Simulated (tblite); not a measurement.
# C6H11BGeO: the cost of one run

The runs use tblite 0.8.0 and PySCF 2.14.0, with density-fitted response routines of our own; the level of theory stands in each step. All values are computed, except where a source is named. Atoms count from 0, in the outputs and in this text.

## Step 1: The molecule as given

20 atoms, charge 0, multiplicity 1; geometry from: force field or distance geometry start.

Bonds of the start (Å): C0–B1 1.58, B1–C2 1.59, B1–C3 1.56, C3–C4 1.40, C4–C5 1.39, C5–C6 1.40, C6–Ge7 1.94, C6–O8 1.31, O8–C3 1.31, C0–H9 1.12, C0–H10 1.12, C0–H11 1.09, C2–H12 1.14, C2–H13 1.09, C2–H14 1.11, C4–H15 1.07, C5–H16 1.07, Ge7–H17 1.54, Ge7–H18 1.55, Ge7–H19 1.57.

## Step 2: Geometry optimisation with GFN2-xTB

The job: settings as JSON, then the geometry in Å.

```
{"job": {"kind": "relax", "xc": "GFN2-xTB", "basis": "xTB"}, "charge": 0, "multiplicity": 1}
C     -2.737200    -0.375600    -1.056800
B     -1.675300     0.425900    -0.196100
C     -2.246600     1.355000     0.954400
C     -0.180900    -0.027900    -0.258100
C      0.174100    -1.306600    -0.705700
C      1.565900    -1.330400    -0.619200
C      1.985600    -0.094600    -0.112800
Ge     3.816300     0.429600     0.235900
O      0.905700     0.612300     0.085300
H     -2.444100    -1.452400    -1.049900
H     -3.750000    -0.269300    -0.591600
H     -2.736100    -0.033000    -2.087500
H     -3.325000     1.613900     0.699200
H     -1.712300     2.298500     1.088500
H     -2.332700     0.744500     1.879700
H     -0.470600    -2.083000    -1.050900
H      2.187500    -2.158300    -0.888000
H      4.216400     1.469500    -0.825000
H      4.003600     1.001500     1.668000
H      4.750700    -0.809000     0.007900
```

Run with:

```
OMP_NUM_THREADS=1 python probes_run.py task.json out
```

One launch serves the whole session: the jobs run in the order shown.

**Question.** How long does this first job take on 1 thread of Intel Xeon at 2.50GHz, shared host, and how much memory does it need?

About 3 s, with a peak of 0.18 GiB.
